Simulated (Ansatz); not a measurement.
# C₂H₅AlS₂: how energies converge with the basis set

How large a basis does C₂H₅AlS₂ need? Two functionals are run in growing sets.

Method: one geometry, several basis sets; program: Ansatz 0.2.0, Gaussian basis.

The runs, in order: PBE0-D4/def2-SVP; ωB97M-V/def2-SVP; PBE0-D4/def2-QZVPP; ωB97M-V/def2-QZVPP; the functionals' def2-TZVPP values are taken from earlier runs.

## 1. The geometry

An earlier PBE0-D4 in a triple-zeta def2 set relaxation fixed the geometry.

SMILES `[CH3][Al]1[CH2]S[S]1`, 10 atoms, charge 0, spin multiplicity 1.

Atoms are counted from 1 here; the program's logs count them from 0.

Bond lengths: C1–Al2 1.938 Å, C1–H6 1.094 Å, C1–H7 1.094 Å, C1–H8 1.093 Å, Al2–C3 1.959 Å, Al2–S5 2.176 Å, C3–S4 1.816 Å, C3–H9 1.092 Å, C3–H10 1.092 Å, S4–S5 2.121 Å. Angles: Al2–C1–H6 111.1°, Al2–C1–H7 111.1°, Al2–C1–H8 111.5°, H6–C1–H7 107.1°, H6–C1–H8 108.0°, H7–C1–H8 108.0°, C1–Al2–C3 137.1°, C1–Al2–S5 131.8°, C3–Al2–S5 91.1°, Al2–C3–S4 92.8°, Al2–C3–H9 116.4°, Al2–C3–H10 116.4°, S4–C3–H9 110.4°, S4–C3–H10 110.4°, H9–C3–H10 109.2°, C3–S4–S5 97.0°, Al2–S5–S4 79.1°.

As a file:

```mol
C2H5AlS2
  3D, bonds by distance, orders not assigned

 10 10  0  0  0  0  0  0  0  0999 V2000
   -1.8089   -0.6975   -0.0530 C   0  0
   -0.1150    0.2194   -0.2709 Al  0  0
    1.6720    0.1415    0.5285 C   0  0
    2.3006    1.4760   -0.5299 S   0  0
    0.5037    1.8258   -1.6011 S   0  0
   -1.7014   -1.7710   -0.2358 H   0  0
   -2.1911   -0.5807    0.9658 H   0  0
   -2.5639   -0.3118   -0.7426 H   0  0
    1.7468    0.4237    1.5811 H   0  0
    2.2401   -0.7763    0.3609 H   0  0
  1  2  8  0
  2  3  8  0
  3  4  8  0
  4  5  8  0
  1  6  8  0
  1  7  8  0
  1  8  8  0
  3  9  8  0
  3 10  8  0
  2  5  8  0
M  END
```

## 2. PBE0-D4 in def2-SVP

The input, in.yaml:

```yaml
crystal:
  periodic: [false, false, false]
  atoms:
    - {symbol: C, position_ang: [-1.808903, -0.697481, -0.052993]}
    - {symbol: Al, position_ang: [-0.114972, 0.219377, -0.270858]}
    - {symbol: C, position_ang: [1.672037, 0.141473, 0.528517]}
    - {symbol: S, position_ang: [2.300602, 1.476009, -0.529913]}
    - {symbol: S, position_ang: [0.503749, 1.825833, -1.601107]}
    - {symbol: H, position_ang: [-1.701445, -1.771043, -0.235796]}
    - {symbol: H, position_ang: [-2.191058, -0.580746, 0.965765]}
    - {symbol: H, position_ang: [-2.563903, -0.311815, -0.742583]}
    - {symbol: H, position_ang: [1.746802, 0.423699, 1.581062]}
    - {symbol: H, position_ang: [2.240091, -0.776306, 0.360908]}
basis:
  gaussian: {orbitals: def2-SVP}
hamiltonian: {xc: pbe0, dispersion: d4}
output: {orbitals: {seedname: orbitals}}
```

Further steps of the session: ωB97M-V in def2-SVP; PBE0-D4 in def2-QZVPP; ωB97M-V in def2-QZVPP.

Q: Predict the results of all the runs planned. Wanted: PBE0-D4: double and triple zeta above quadruple; ωB97M-V: double and triple zeta above quadruple.

**Answer**, as computed:

```
                                       quantity           value
PBE0-D4: double and triple zeta above quadruple  13.40, 0.98 eV
ωB97M-V: double and triple zeta above quadruple  13.40, 0.93 eV
```

What this shows: For PBE0-D4 the step from double to triple zeta gains 12.42 eV and the next only 0.98 eV. These are total energies; as a rule much of such shifts cancels in differences, which this series doesn't test.
